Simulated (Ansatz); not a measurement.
# GeH8Si: the cost of one run

Method: RKS CAM-B3LYP/def2-SVP, in Ansatz 0.2.0.

## 1. The starting structure

Bond lengths: Ge1–H3 1.550 Å, Ge1–H4 1.549 Å, Ge1–H5 1.549 Å, Ge1–Si6 2.610 Å, Si6–H7 1.460 Å, Si6–H8 1.460 Å, Si6–H9 1.460 Å. Angles: H3–Ge1–H4 109.5°, H3–Ge1–H5 109.5°, H3–Ge1–Si6 178.9°, H4–Ge1–H5 109.5°, H4–Ge1–Si6 70.0°, H5–Ge1–Si6 70.0°, Ge1–Si6–H7 109.5°, Ge1–Si6–H8 109.5°, Ge1–Si6–H9 109.5°, H7–Si6–H8 109.4°, H7–Si6–H9 109.4°, H8–Si6–H9 109.4°.

Structure file:

```xyz
10

Ge    0.0000    0.0000    0.0000
H     0.0000    0.0000    1.9000
H     1.4616    0.0000   -0.5162
H    -0.7300    1.2648   -0.5162
H    -0.7300   -1.2648   -0.5162
Si   -2.4768    0.0000    0.8230
H    -3.2648   -0.9102   -0.0029
H    -2.5280   -0.4389    2.2145
H    -3.0252    1.3491    0.7184
H    -0.9700    0.0000    1.9684
```

## 2. Pulling towards end A

Springs on the bonds that form and break draw the guess towards this end; the thresholds are loose.

input.yaml reads:

```yaml
crystal:
  periodic: [false, false, false]
  atoms:
    - { symbol: Ge, position_ang: [0.0, 0.0, 0.0] }
    - { symbol: H, position_ang: [0.0, 0.0, 1.9] }
    - { symbol: H, position_ang: [1.4616, 0.0, -0.5162] }
    - { symbol: H, position_ang: [-0.73, 1.2648, -0.5162] }
    - { symbol: H, position_ang: [-0.73, -1.2648, -0.5162] }
    - { symbol: Si, position_ang: [-2.4768, 0.0, 0.823] }
    - { symbol: H, position_ang: [-3.2648, -0.9102, -0.0029] }
    - { symbol: H, position_ang: [-2.528, -0.4389, 2.2145] }
    - { symbol: H, position_ang: [-3.0252, 1.3491, 0.7184] }
    - { symbol: H, position_ang: [-0.97, 0.0, 1.9684] }
basis:
  gaussian: { orbitals: def2-SVP }
hamiltonian:
  xc: cam_b3lyp
relax:
  f_tol: 0.15
  max_steps: 25
  restrain:
    - { distance: [0, 5], at: 3.51, k: 30.0 }
    - { distance: [9, 1], at: 1.86, k: 30.0 }
    - { distance: [0, 1], at: 1.55, k: 30.0 }
    - { distance: [9, 5], at: 1.46, k: 30.0 }
output:
  orbitals: {}
```

Command:

```sh
> ansatz run input.yaml --threads 4 --pin off --max-ram 5120MiB --backend cpu --events-out ev --progress --plain --runs-dir out
```

Q: Estimate wall time and peak memory on 4 threads of AMD EPYC 7R43 (Zen 3), shared host.

About 13 s, with a peak of 0.24 GiB.
